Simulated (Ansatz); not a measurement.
# Zn16SeS15 (Wurtzite-4H): the cost of one run

Program: Ansatz 0.2.0. Level of theory: DFT, PBE, plane-wave PAW, default files, scalar-relativistic, as far as a step names no other. These are calculated values, not measurements.

## (1) Starting point

Symmetry: P3m1, No. 156, trigonal system. Conventional cell: a = 7.645 Å, b = 7.645 Å, c = 12.520 Å, α = 90.00°, β = 90.00°, γ = 120.00°. Around Zn (site symmetry 3m) lie 3 S at 2.34 Å and 1 Se at 2.35 Å. Zn (site symmetry m) has 4 S at 2.34 to 2.35 Å as nearest neighbours. Zn (site symmetry 3m) is surrounded by 4 S at 2.34 to 2.35 Å. Zn (site symmetry m) is surrounded by 3 S at 2.34 to 2.35 Å and 1 Se at 2.34 Å. Only part of the 16 independent sites is listed.

Structure file:

```
CELL_PARAMETERS angstrom
7.64540 0.00000 0.00000
-3.82270 6.62111 0.00000
0.00000 0.00000 12.52000
ATOMIC_POSITIONS crystal
Zn 0.00000 0.00000 0.00000
Zn 0.00000 0.50000 0.00000
Zn 0.50000 0.00000 0.00000
Zn 0.50000 0.50000 0.00000
Zn 0.00000 0.00000 0.50000
Zn 0.00000 0.50000 0.50000
Zn 0.50000 0.00000 0.50000
Zn 0.50000 0.50000 0.50000
Zn 0.16667 0.33333 0.25000
Zn 0.16667 0.83333 0.25000
Zn 0.66667 0.33333 0.25000
Zn 0.66667 0.83333 0.25000
Zn 0.33333 0.16667 0.75000
Zn 0.33333 0.66667 0.75000
Zn 0.83333 0.16667 0.75000
Zn 0.83333 0.66667 0.75000
Se 0.00000 0.00000 0.18750
S 0.00000 0.50000 0.18750
S 0.50000 0.00000 0.18750
S 0.50000 0.50000 0.18750
S 0.00000 0.00000 0.68750
S 0.00000 0.50000 0.68750
S 0.50000 0.00000 0.68750
S 0.50000 0.50000 0.68750
S 0.16667 0.33333 0.43750
S 0.16667 0.83333 0.43750
S 0.66667 0.33333 0.43750
S 0.66667 0.83333 0.43750
S 0.33333 0.16667 0.93750
S 0.33333 0.66667 0.93750
S 0.83333 0.16667 0.93750
S 0.83333 0.66667 0.93750
```

Atom 17 of the input is the impurity.

## (2) Single point at the given positions

Input file input.yaml:

```yaml
crystal:
  lattice:
    - [7.6454, 0.0, 0.0]
    - [-3.8227, 6.621110622, 0.0]
    - [0.0, 0.0, 12.52]
  atoms:
    - { symbol: Zn, position: [0.0, 0.0, 0.0] }
    - { symbol: Zn, position: [0.0, 0.5, 0.0] }
    - { symbol: Zn, position: [0.5, 0.0, 0.0] }
    - { symbol: Zn, position: [0.5, 0.5, 0.0] }
    - { symbol: Zn, position: [0.0, 0.0, 0.5] }
    - { symbol: Zn, position: [0.0, 0.5, 0.5] }
    - { symbol: Zn, position: [0.5, 0.0, 0.5] }
    - { symbol: Zn, position: [0.5, 0.5, 0.5] }
    - { symbol: Zn, position: [0.1666666666, 0.3333333334, 0.25] }
    - { symbol: Zn, position: [0.1666666666, 0.8333333334, 0.25] }
    - { symbol: Zn, position: [0.6666666666, 0.3333333334, 0.25] }
    - { symbol: Zn, position: [0.6666666666, 0.8333333334, 0.25] }
    - { symbol: Zn, position: [0.3333333334, 0.1666666666, 0.75] }
    - { symbol: Zn, position: [0.3333333334, 0.6666666666, 0.75] }
    - { symbol: Zn, position: [0.8333333334, 0.1666666666, 0.75] }
    - { symbol: Zn, position: [0.8333333334, 0.6666666666, 0.75] }
    - { symbol: Se, position: [0.0, 0.0, 0.1875] }
    - { symbol: S, position: [0.0, 0.5, 0.1875] }
    - { symbol: S, position: [0.5, 0.0, 0.1875] }
    - { symbol: S, position: [0.5, 0.5, 0.1875] }
    - { symbol: S, position: [0.0, 0.0, 0.6875] }
    - { symbol: S, position: [0.0, 0.5, 0.6875] }
    - { symbol: S, position: [0.5, 0.0, 0.6875] }
    - { symbol: S, position: [0.5, 0.5, 0.6875] }
    - { symbol: S, position: [0.1666666666, 0.3333333334, 0.4375] }
    - { symbol: S, position: [0.1666666666, 0.8333333334, 0.4375] }
    - { symbol: S, position: [0.6666666666, 0.3333333334, 0.4375] }
    - { symbol: S, position: [0.6666666666, 0.8333333334, 0.4375] }
    - { symbol: S, position: [0.3333333334, 0.1666666666, 0.9375] }
    - { symbol: S, position: [0.3333333334, 0.6666666666, 0.9375] }
    - { symbol: S, position: [0.8333333334, 0.1666666666, 0.9375] }
    - { symbol: S, position: [0.8333333334, 0.6666666666, 0.9375] }
kpoints:
  mp_grid: { grid: [3, 3, 2] }
scf:
  occupations: { method: fermi_dirac, width: 0.01 }
hamiltonian:
  xc: pbe
  pseudopotentials: { kind: paw }
output:
  forces: true
  stress: true
  populations: true
  efg:
    quadrupole_moments_barn: { Zn: 0.122, S: -0.0694 }
    contact_densities: true
```

Command:

```
ansatz run input.yaml --threads 1 --pin off --max-ram 3072MiB --backend cpu --events-out ev --progress --plain --runs-dir out
```

What time and memory should one allow on 1 thread of Intel Xeon Platinum 8259CL at 2.50GHz (Skylake/Cascade Lake), shared host?

About 91 s, with a peak of 1.4 GiB.
